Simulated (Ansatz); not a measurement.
# HF/cc-pVDZ run of B2H2S2O (SMILES SB1OBS1)

Aim: the vertical ionisation energy of B2H2S2O at HF/cc-pVDZ, from 2 runs. 

The calculation is run with Ansatz 0.2.0.

67 further runs of the same task are left out: 67 set aside as unsound or not needed. Runs told in other sessions of the task aren't counted.

### Step 1. The system as given

B2H2S2O has 7 atoms, charge 0, and is taken as a singlet. SMILES: `SB1OBS1`. The coordinates come from a PBE0-D4/def2-TZVP relaxation. This is one conformer, not always the lowest.

Bond lengths: S1–B2 1.781 Å, B2–O3 1.394 Å, O3–B4 1.387 Å, B2–S5 1.841 Å, B4–S5 1.832 Å, S1–H6 1.345 Å, B4–H7 1.189 Å. Angles: S1–B2–O3 127.3°, S1–B2–S5 130.2°, O3–B2–S5 102.6°, B2–O3–B4 89.7°, O3–B4–S5 103.3°, B2–S5–B4 64.5°, B2–S1–H6 94.6°, O3–B4–H7 125.5°, S5–B4–H7 131.2°.

### Step 2. The energy at HF/cc-pVDZ

input.yaml

```yaml
crystal:
  periodic: [false, false, false]
  atoms:
    - symbol: S
      position_ang: [-1.594700, 0.794600, 1.402500]
    - symbol: B
      position_ang: [-0.211900, 0.312100, 0.389500]
    - symbol: O
      position_ang: [-0.181400, -0.697300, -0.571400]
    - symbol: B
      position_ang: [1.146800, -0.395600, -0.834200]
    - symbol: S
      position_ang: [1.501400, 0.981700, 0.321000]
    - symbol: H
      position_ang: [-2.432400, -0.120800, 0.882800]
    - symbol: H
      position_ang: [1.833600, -0.942500, -1.636000]
basis:
  gaussian: {orbitals: cc-pVDZ}
accuracy: high
output: {orbitals: {seedname: orbitals}}
hamiltonian: {xc: hf}
```

On the command line:

```
$ ansatz run input.yaml --threads 1 --pin off --max-ram 2610MiB --events-out events.jsonl --progress --plain --runs-dir runs
```

The program printed:

```text
Warning: RAYON_NUM_THREADS=1 ignored (pool sized by the plan → 1); use --threads N
Functional definition: HF
  name "HF"
  exchange = exact_x
  correlation = 0
2018 factors; integrals over basis functions are off by at most 3.3e-9 eV
mean field evaluation 1: about -25048.4482 eV, gradient 3.3e1 eV
mean field evaluation 2: about -25048.5555 eV, gradient 3.3e1 eV
mean field evaluation 4: about -25051.3044 eV, gradient 3.5e0 eV
mean field evaluation 8: about -25051.3638 eV, gradient 4.6e-4 eV
mean field -25051.36381944 eV, -920.6206399402 hartree, gradient 8.7e-8 eV, S^2 0.000000; 0 other end points of the search recorded, 0 dependent functions left out
reference -25051.36381944 eV, -920.6206399402 hartree; 26, 26 occupied and 62, 62 virtual orbitals, 2018 factors
Total energy: -25051.36381944 eV, -920.6206399402 hartree
```

Run time: 3 s. Hardware: 1 thread of Arm Neoverse V2, shared host; peak memory 0.26 GiB.

### Step 3. The doublet cation

molecule.yaml

```yaml
crystal:
  periodic: [false, false, false]
  atoms:
    - {symbol: S, position_ang: [-1.594700, 0.794600, 1.402500]}
    - {symbol: B, position_ang: [-0.211900, 0.312100, 0.389500]}
    - {symbol: O, position_ang: [-0.181400, -0.697300, -0.571400]}
    - {symbol: B, position_ang: [1.146800, -0.395600, -0.834200]}
    - {symbol: S, position_ang: [1.501400, 0.981700, 0.321000]}
    - {symbol: H, position_ang: [-2.432400, -0.120800, 0.882800]}
    - {symbol: H, position_ang: [1.833600, -0.942500, -1.636000]}
basis:
  gaussian:
    orbitals: cc-pVDZ
output: {orbitals: {seedname: orbitals}}
magnetization:
  spin_polarized: true
  initial_magnetization: 1
total_charge: 1
hamiltonian:
  xc: hf
accuracy: high
```

On the command line:

```
$ ansatz run molecule.yaml --threads 1 --pin off --max-ram 2610MiB --events-out events.jsonl --progress --plain --runs-dir runs
```

The program printed:

```text
Warning: RAYON_NUM_THREADS=1 ignored (pool sized by the plan → 1); use --threads N
Functional definition: HF
  name "HF"
  exchange = exact_x
  correlation = 0
2018 factors; integrals over basis functions are off by at most 3.3e-9 eV
mean field evaluation 1: about -25036.0143 eV, gradient 3.5e1 eV
mean field evaluation 2: about -25036.1446 eV, gradient 3.5e1 eV
mean field evaluation 4: about -25041.5549 eV, gradient 3.0e0 eV
mean field evaluation 8: about -25041.7084 eV, gradient 3.0e-1 eV
mean field evaluation 16: about -25041.9061 eV, gradient 1.5e0 eV
mean field evaluation 32: about -25041.4968 eV, gradient 2.5e0 eV
mean field evaluation 64: about -25026.0545 eV, gradient 1.2e1 eV
mean field -25042.11256942 eV, -920.2806627726 hartree, gradient 1.8e-8 eV, S^2 0.766568; 1 other end points of the search recorded, 0 dependent functions left out
reference -25042.11256942 eV, -920.2806627726 hartree; 26, 25 occupied and 62, 63 virtual orbitals, 2018 factors
Total energy: -25042.11256942 eV, -920.2806627726 hartree
```

Wall time 8.7 s (1 thread of Arm Neoverse V2, shared host); peak memory 0.48 GiB.

### Step 4. Summary of results

Level: HF/cc-pVDZ.

| quantity | value |
| --- | --- |
| singlet B2H2S2O: total energy | -920.62064 Eh |
| singlet B2H2S2O: HOMO energy | -10.51 eV |
| singlet B2H2S2O: LUMO energy | 2.60 eV |
| singlet B2H2S2O: HOMO–LUMO gap | 13.11 eV |
| doublet cation: total energy | -920.28066 Eh |
| doublet cation: HOMO energy (highest over α and β) | -15.81 eV |
| doublet cation: LUMO energy (lowest over α and β) | -8.03 eV |
| doublet cation: ⟨S²⟩ | 0.767 |
| vertical ionisation energy (to the doublet cation) | 9.251 eV |

Removing an electron at fixed nuclei costs 9.25 eV (213 kcal/mol). The negative HOMO energy of the first species, 10.51 eV, lies 1.25 eV above that difference.
